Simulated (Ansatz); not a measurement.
**SnO (SMILES [O]=[Sn]) at MP2/STO-3G**

Aim: the vertical singlet–triplet gap of SnO at MP2/STO-3G, from 2 runs. 

The calculation is run with Ansatz 0.2.0.

55 further runs of the same task are left out: 20 that didn't finish, 35 set aside as unsound or not needed.

## (1) The molecule

SnO has 2 atoms, charge 0, and is taken as a singlet. SMILES: `[O]=[Sn]`. The shape comes from GFN2-xTB, which is rough for such elements, and wasn't checked as a minimum.

Bond lengths: O1–Sn2 1.804 Å.

## (2) A single-point energy at MP2/STO-3G

The input, job.yaml:

```yaml
crystal:
  periodic: [false, false, false]
  atoms:
    - {symbol: O, position_ang: [0.000000, 0.000000, 0.000000]}
    - {symbol: Sn, position_ang: [0.000000, 0.000000, 1.803580]}
basis:
  gaussian: {orbitals: STO-3G}
correlation: {method: mp2, frozen_orbitals: {O: 1, Sn: 18}}
accuracy: high
```

The run is started by

```sh
$ ansatz run job.yaml --threads 1 --pin off --max-ram 2610MiB --events-out events.jsonl --progress --plain --runs-dir runs
```

Standard output:

```text
Warning: RAYON_NUM_THREADS=1 ignored (pool sized by the plan → 1); use --threads N
Functional definition: HF
  name "HF"
  exchange = exact_x
  correlation = 0
568 factors; integrals over basis functions are off by at most 5.0e-9 eV
mean field evaluation 1: about -164269.5772 eV, gradient 3.5e1 eV
mean field evaluation 2: about -164269.6372 eV, gradient 3.5e1 eV
mean field evaluation 4: about -164276.2137 eV, gradient 9.0e0 eV
mean field evaluation 8: about -164276.4624 eV, gradient 1.6e-4 eV
mean field -164276.46239219 eV, -6037.0486423274 hartree, gradient 8.7e-9 eV, S^2 0.000000; 0 other end points of the search recorded, 0 dependent functions left out; unrestricted orbitals would lower it
mean field evaluation 16: about -164276.5874 eV, gradient 9.2e0 eV
19 core orbitals not correlated: weight in the atoms' cores, before any rotation towards them, 1.000 or more for the frozen orbitals, at most 0.000 for the correlated occupied ones
reference -164276.46239219 eV, -6037.0486423274 hartree; 10, 10 occupied and 3, 3 virtual orbitals, 568 factors
second order -4.72524868 eV of doubles, -0.00000000 eV of singles
Total energy: -164281.18764086 eV, -6037.2222920133 hartree
```

It took 0.58 s on 1 thread of Arm Neoverse V2, shared host.

## (3) The triplet at the same level

The input, job.yaml:

```yaml
crystal:
  periodic: [false, false, false]
  atoms:
    - {symbol: O, position_ang: [0.000000, 0.000000, 0.000000]}
    - {symbol: Sn, position_ang: [0.000000, 0.000000, 1.803580]}
basis:
  gaussian:
    orbitals: STO-3G
magnetization:
  spin_polarized: true
  initial_magnetization: 2
correlation:
  method: mp2
  frozen_orbitals: {O: 1, Sn: 18}
accuracy: high
```

The run is started by

```sh
$ ansatz run job.yaml --threads 1 --pin off --max-ram 2610MiB --events-out events.jsonl --progress --plain --runs-dir runs
```

Standard output, cut to the lines that bear on the results:

```text
Warning: RAYON_NUM_THREADS=1 ignored (pool sized by the plan → 1); use --threads N
[... 2 set-up lines as earlier in the session ...]
[...]
568 factors; integrals over basis functions are off by at most 5.0e-9 eV
[...]
mean field -164276.17658188 eV, -6037.0381389924 hartree, gradient 5.3e-9 eV, S^2 2.009152; 19 other end points of the search recorded, 0 dependent functions left out
19 core orbitals not correlated: weight in the atoms' cores, before any rotation towards them, 1.000 or more for the frozen orbitals, at most 0.000 for the correlated occupied ones
reference -164276.17658188 eV, -6037.0381389924 hartree; 11, 9 occupied and 2, 4 virtual orbitals, 568 factors
second order -0.92365084 eV of doubles, -0.00000000 eV of singles
Total energy: -164277.10023272 eV, -6037.0720825348 hartree
```

Run time: 3.6 s. Hardware: 1 thread of Arm Neoverse V2, shared host; peak memory 0.1 GiB.

## (4) Results

Level: MP2/STO-3G, 19 core orbitals frozen.

| quantity | value |
| --- | --- |
| singlet: total energy | -6037.22229 Eh |
| singlet: correlation energy (19 core orbitals frozen) | -173.6 mEh |
| triplet: total energy | -6037.07208 Eh |
| triplet: correlation energy (19 core orbitals frozen) | -33.9 mEh |
| triplet: ⟨S²⟩ of the reference determinant | 2.009 |
| vertical energy of the triplet above the singlet | 4.087 eV |

What this shows: At this shape the triplet lies 4.09 eV (394 kJ/mol) above the singlet. In a minimal basis such a difference can be off by several eV, whatever the method. The restricted solution (singlet) is unstable to spin breaking: an unrestricted one lies lower. Relativity is left out (singlet) although the molecule holds a heavy atom. Relativity is left out (triplet) although the molecule holds a heavy atom.
